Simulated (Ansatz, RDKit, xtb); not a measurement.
# C4H5Cl3Si: ranking a sample of isomers, part 2 of 2

A sample of isomers of C4H5Cl3Si is drawn. Aim: find which of them has the lowest free energy at 298.15 K, then its properties. The sample is small against all isomers, and the most stable one of this formula need not be in it.

xtb, Ansatz and PySCF; isolated molecules. The steps go on from the part before.

### 7 Harmonic analysis of the finalists

The lowest few in one piece go on as finalists. In this search the thermal terms come from GFN2-xTB at its own nearest minimum. The first, c123a:

start.xyz

```xyz
13
c123a
C     -1.876711     0.508581     0.759280
C     -0.944703     0.531373    -0.012983
C      0.170752     0.545858    -0.958103
C      1.561370     0.506505    -0.302192
Cl     2.795413     0.499249    -1.632588
Cl     1.810334     1.980182     0.736944
Cl     1.569717    -2.739811    -0.142901
Si     1.946369    -0.964346     0.874211
H     -2.702926     0.491319     1.445187
H      0.104463    -0.330771    -1.624996
H      0.119013     1.442700    -1.598999
H      3.381778    -0.891215     1.228400
H      1.068629    -0.901828     2.064903
```

Launch:

```sh
$ xtb start.xyz --gfn 2 --ohess tight
```

What it wrote (excerpt; [...] marks lines left out):

```text
* xtb version 6.7.1
[...]
          :  # basis functions                  61          :
[...]
          :  # electrons                        46          :
[...]
          :  Hamiltonian                  GFN2-xTB          :
[...]
          :  net charge                          0          :
          :  unpaired electrons                  0          :
[...]
   *** convergence criteria satisfied after 17 iterations ***
[...]
   *** GEOMETRY OPTIMIZATION CONVERGED AFTER 12 ITERATIONS ***
[...]
   *** convergence criteria satisfied after 3 iterations ***
[...]
         ::                     SUMMARY                     ::
         :::::::::::::::::::::::::::::::::::::::::::::::::::::
         :: total energy             -26.471324166422 Eh    ::
         :: gradient norm              0.000416620768 Eh/a0 ::
         :: HOMO-LUMO gap              4.873956489021 eV    ::
         ::.................................................::
         :: SCC energy               -26.721912084389 Eh    ::
         :: -> isotropic ES            0.029461509795 Eh    ::
         :: -> anisotropic ES         -0.002248193996 Eh    ::
         :: -> anisotropic XC          0.009388555976 Eh    ::
         :: -> dispersion             -0.014574549492 Eh    ::
         :: repulsion energy           0.250587917967 Eh    ::
         :: add. restraining           0.000000000000 Eh    ::
         :: total charge              -0.000000000000 e     ::
         :::::::::::::::::::::::::::::::::::::::::::::::::::::
[...]
        23        2.0000           -0.4050580             -11.0222 (HOMO)
        24                         -0.2259438              -6.1482 (LUMO)
[...]
molecular dipole:
                 x           y           z       tot (Debye)
 q only:       -0.487      -0.729       0.671
   full:       -0.367      -0.233       0.479       1.645
molecular quadrupole (traceless):
[...]
          | TOTAL ENERGY              -26.471324166746 Eh   |
          | TOTAL ENTHALPY            -26.387262683710 Eh   |
          | TOTAL FREE ENERGY         -26.436685166186 Eh   |
          | GRADIENT NORM               0.000417081851 Eh/α |
[...]
```

Wall time 0.36 s (4 threads of Arm Neoverse V1, shared host).

### 8 Zero-point energy and free-energy terms

As xtb prints them, at 298.15 K, with its own treatment of low modes:

```csv
label,SMILES,spin,lowest mode (cm⁻¹),zero-point (kcal/mol),G − E (kcal/mol)
c123a,C#CCC(Cl)(Cl)[SiH2]Cl,singlet,30,45.3,21.7
c560a,[SiH3]CC#CC(Cl)(Cl)Cl,singlet,3i,42.9,18.2
c116a,C=C1[SiH2][C@@H]1C(Cl)(Cl)Cl,singlet,48,45.0,22.3
```

c560a keeps an imaginary mode, a small one that points to a nearly free motion; the harmonic terms are rough for it.

### 9 Last filter: a higher level

Single points at CCSD(T)/def2-SVP + MP2/def2-TZVPP - MP2/def2-SVP on the refined geometries decide the order.

c123a, CCSD(T)/def2-SVP:

input.yaml

```yaml
crystal:
  periodic: [false, false, false]
  atoms:
    - {symbol: C, position_ang: [-1.876711, 0.508581, 0.759280]}
    - {symbol: C, position_ang: [-0.944703, 0.531373, -0.012983]}
    - {symbol: C, position_ang: [0.170752, 0.545858, -0.958103]}
    - {symbol: C, position_ang: [1.561370, 0.506505, -0.302192]}
    - {symbol: Cl, position_ang: [2.795413, 0.499249, -1.632588]}
    - {symbol: Cl, position_ang: [1.810334, 1.980182, 0.736944]}
    - {symbol: Cl, position_ang: [1.569717, -2.739811, -0.142901]}
    - {symbol: Si, position_ang: [1.946369, -0.964346, 0.874211]}
    - {symbol: H, position_ang: [-2.702926, 0.491319, 1.445187]}
    - {symbol: H, position_ang: [0.104463, -0.330771, -1.624996]}
    - {symbol: H, position_ang: [0.119013, 1.442700, -1.598999]}
    - {symbol: H, position_ang: [3.381778, -0.891215, 1.228400]}
    - {symbol: H, position_ang: [1.068629, -0.901828, 2.064903]}
basis:
  gaussian:
    orbitals: def2-SVP
correlation:
  method: ccsd_t
  frozen_orbitals: {Si: 5, H: 0, C: 1, Cl: 5}
```

Launch:

```sh
$ ansatz run input.yaml --threads 4 --pin off --max-ram 7830MiB --events-out events.jsonl --progress --plain --runs-dir runs
```

What it wrote (excerpt; [...] marks lines left out):

```text
Warning: RAYON_NUM_THREADS=4 ignored (pool sized by the plan → 4); use --threads N
Functional definition: HF
  name "HF"
[...]
1484 factors; integrals over basis functions are off by at most 1.3e-3 eV
[...]
mean field -49555.91759127 eV, -1821.1463812717 hartree, gradient 1.4e-6 eV, S^2 0.000000; 0 other end points of the search recorded, 0 dependent functions left out
24 core orbitals not correlated: weight in the atoms' cores, before any rotation towards them, 1.000 or more for the frozen orbitals, at most 0.000 for the correlated occupied ones
reference -49555.91759127 eV, -1821.1463812717 hartree; 23, 23 occupied and 106, 106 virtual orbitals, 1484 factors
second order -27.94174735 eV of doubles, -0.00000000 eV of singles
cycle   1  -28.94824554 eV  change    -1.0e0 eV  update   1.3e-1
[...]
cycle   9  -29.90368968 eV  change   -1.8e-5 eV  update   1.9e-5
perturbative correction -1.01282133 eV, -0.0372204974 hartree
Total energy: -49586.83410228 eV, -1822.2825420953 hartree
```

Wall time 31 s (4 threads of Arm Neoverse V1, shared host); peak memory 1.2 GiB.

### 10 c123a at MP2/def2-TZVPP

input.yaml, as its differences from that of step 9:

```diff
@@ -17,6 +17,3 @@
 basis:
-  gaussian:
-    orbitals: def2-SVP
-correlation:
-  method: ccsd_t
-  frozen_orbitals: {Si: 5, H: 0, C: 1, Cl: 5}
+  gaussian: {orbitals: def2-TZVPP}
+correlation: {method: mp2, frozen_orbitals: {Si: 5, H: 0, C: 1, Cl: 5}}
```

Launch:

```sh
$ ansatz run input.yaml --threads 4 --pin off --max-ram 7830MiB --events-out events.jsonl --progress --plain --runs-dir runs
```

What it wrote:

```text
Warning: RAYON_NUM_THREADS=4 ignored (pool sized by the plan → 4); use --threads N
Functional definition: HF
  name "HF"
  exchange = exact_x
  correlation = 0
2154 factors; integrals over basis functions are off by at most 8.0e-4 eV
mean field evaluation 1: about -49571.7511 eV, gradient 3.4e1 eV
mean field evaluation 2: about -49572.3172 eV, gradient 3.4e1 eV
mean field evaluation 4: about -49576.1906 eV, gradient 6.0e0 eV
mean field evaluation 8: about -49576.3146 eV, gradient 5.0e-1 eV
mean field evaluation 16: about -49576.3159 eV, gradient 1.7e-6 eV
mean field -49576.31585966 eV, -1821.8960038088 hartree, gradient 1.7e-6 eV, S^2 0.000000; 0 other end points of the search recorded, 0 dependent functions left out
24 core orbitals not correlated: weight in the atoms' cores, before any rotation towards them, 1.000 or more for the frozen orbitals, at most 0.000 for the correlated occupied ones
reference -49576.31585966 eV, -1821.8960038088 hartree; 23, 23 occupied and 315, 315 virtual orbitals, 2154 factors
second order -36.18341025 eV of doubles, -0.00000000 eV of singles
Total energy: -49612.49926991 eV, -1823.2257196094 hartree
```

It took 13 s on 4 threads of Arm Neoverse V1, shared host; peak memory 1.4 GiB.

### 11 c560a at CCSD(T)/def2-SVP

input.yaml

```yaml
crystal:
  periodic: [false, false, false]
  atoms:
    - {symbol: C, position_ang: [1.182019, 0.673953, -0.988210]}
    - {symbol: C, position_ang: [0.494289, 0.073467, 0.139165]}
    - {symbol: C, position_ang: [-0.112904, -0.442089, 1.055330]}
    - {symbol: C, position_ang: [-0.830461, -1.052999, 2.147008]}
    - {symbol: Cl, position_ang: [0.185625, -2.328235, 2.930949]}
    - {symbol: Cl, position_ang: [-1.260920, 0.189940, 3.389233]}
    - {symbol: Cl, position_ang: [-2.358225, -1.821981, 1.550311]}
    - {symbol: Si, position_ang: [0.251949, 0.435932, -2.647074]}
    - {symbol: H, position_ang: [1.048360, 1.093186, -3.723067]}
    - {symbol: H, position_ang: [-1.093680, 1.066390, -2.561067]}
    - {symbol: H, position_ang: [0.114464, -1.017052, -2.939563]}
    - {symbol: H, position_ang: [2.193067, 0.242063, -1.095689]}
    - {symbol: H, position_ang: [1.317570, 1.757645, -0.822325]}
basis:
  gaussian:
    orbitals: def2-SVP
correlation:
  method: ccsd_t
  frozen_orbitals: {Si: 5, H: 0, C: 1, Cl: 5}
```

Launch:

```sh
$ ansatz run input.yaml --threads 4 --pin off --max-ram 7830MiB --events-out events.jsonl --progress --plain --runs-dir runs
```

What it wrote (excerpt; [...] marks lines left out):

```text
Warning: RAYON_NUM_THREADS=4 ignored (pool sized by the plan → 4); use --threads N
Functional definition: HF
  name "HF"
[...]
1487 factors; integrals over basis functions are off by at most 1.2e-3 eV
[...]
mean field -49553.87092048 eV, -1821.0711675077 hartree, gradient 2.6e-6 eV, S^2 0.000000; 0 other end points of the search recorded, 0 dependent functions left out
24 core orbitals not correlated: weight in the atoms' cores, before any rotation towards them, 1.000 or more for the frozen orbitals, at most 0.000 for the correlated occupied ones
reference -49553.87092048 eV, -1821.0711675077 hartree; 23, 23 occupied and 106, 106 virtual orbitals, 1487 factors
second order -28.17370186 eV of doubles, -0.00000000 eV of singles
cycle   1  -29.06885614 eV  change   -9.0e-1 eV  update   1.3e-1
[...]
cycle   9  -30.09267074 eV  change   -1.5e-5 eV  update   2.5e-5
perturbative correction -1.05109569 eV, -0.0386270540 hartree
Total energy: -49585.01468691 eV, -1822.2156798140 hartree
```

Wall time 31 s (4 threads of Arm Neoverse V1, shared host); peak memory 1.2 GiB.

For c116a the log finds that unrestricted Hartree-Fock orbitals lie lower, a sign to watch the closed-shell reference there.

### 12 The ranking

Energies in kcal/mol from c123a; G adds the thermal terms to the CCSD(T)/def2-SVP + MP2/def2-TZVPP - MP2/def2-SVP energy. The columns left of the relaxed level are at the tight-binding geometries.

```csv
label,SMILES,spin,GFN2-xTB,HF/STO-3G,r2SCAN-D4/def2-SVP,B3LYP/def2-SVP,HF/def2-SVP,MP2/def2-SVP,CCSD(T)/def2-SVP + MP2/def2-TZVPP - MP2/def2-SVP,G,share at equilibrium,T1
c123a,C#CCC(Cl)(Cl)[SiH2]Cl,singlet,0.0,0.0,0.0,0.0,0.0,0.0,0.0,0.0,100.0 %,0.011
c560a,[SiH3]CC#CC(Cl)(Cl)Cl,singlet,26.4,38.9,39.2,37.7,47.2,41.8,44.1,40.5,< 0.1 %,0.011
c116a,C=C1[SiH2][C@@H]1C(Cl)(Cl)Cl,singlet,38.7,56.9,35.6,40.2,53.4,43.2,43.6,44.2,< 0.1 %,0.011
```

Lowest found: c123a, `C#CCC(Cl)(Cl)[SiH2]Cl`, a singlet. Bond lengths: C1–C2 1.211 Å, C2–C3 1.462 Å, C3–C4 1.538 Å, C4–Cl5 1.815 Å, C4–Cl6 1.820 Å, C4–Si8 1.922 Å, Cl7–Si8 2.081 Å, C1–H9 1.074 Å, C3–H10 1.103 Å, C3–H11 1.104 Å, Si8–H12 1.480 Å, Si8–H13 1.481 Å. Some angles: C1–C2–C3 179.2°, C2–C3–C4 114.4°, C3–C4–Cl5 107.6°, C3–C4–Cl6 110.3°, C3–C4–Si8 117.5°, Cl5–C4–Cl6 109.2°, Cl5–C4–Si8 108.0°, Cl6–C4–Si8 104.0°, C4–Si8–Cl7 108.5°, C2–C1–H9 179.8°.

```xyz
13

C    -1.8767    0.5086    0.7593
C    -0.9447    0.5314   -0.0130
C     0.1708    0.5459   -0.9581
C     1.5614    0.5065   -0.3022
Cl    2.7954    0.4992   -1.6326
Cl    1.8103    1.9802    0.7369
Cl    1.5697   -2.7398   -0.1429
Si    1.9464   -0.9643    0.8742
H    -2.7029    0.4913    1.4452
H     0.1045   -0.3308   -1.6250
H     0.1190    1.4427   -1.5990
H     3.3818   -0.8912    1.2284
H     1.0686   -0.9018    2.0649
```

### 13 Results

What follows sums up all 2 parts.

```
                                 quantity                                                                    value
                   lowest structure found                                           C#CCC(Cl)(Cl)[SiH2]Cl, singlet
                            next finalist                [SiH3]CC#CC(Cl)(Cl)Cl, singlet, 40.5 kcal/mol higher in G
share at equilibrium, among the finalists                                                                  100.0 %
                                   funnel  10 starts, 10 minima at GFN2-xTB, 6 screening runs, 3 relaxed, 3 ranked
                     CPU time of all runs                                                                   15 min
```

The search ends on `C#CCC(Cl)(Cl)[SiH2]Cl`. The margin of 40.5 kcal/mol over the next finalist is beyond the usual error of the last level; it says nothing of structures that weren't ranked. GFN2-xTB, HF/STO-3G, r2SCAN-D4/def2-SVP, B3LYP/def2-SVP, HF/def2-SVP and MP2/def2-SVP already put its bonding pattern lowest among the structures in one piece. The largest share of the time went into the final energies (57 %). 2 minima inside the window were never screened. Lowest found is not proven lowest: the search is finite, and each finalist counts with one conformer. Only 4 drawn patterns were tried, so whole families of isomers are missing, and the result ranks this sample alone. The lowest isomer need not be the one that is made and kept in a bottle, which depends on barriers.
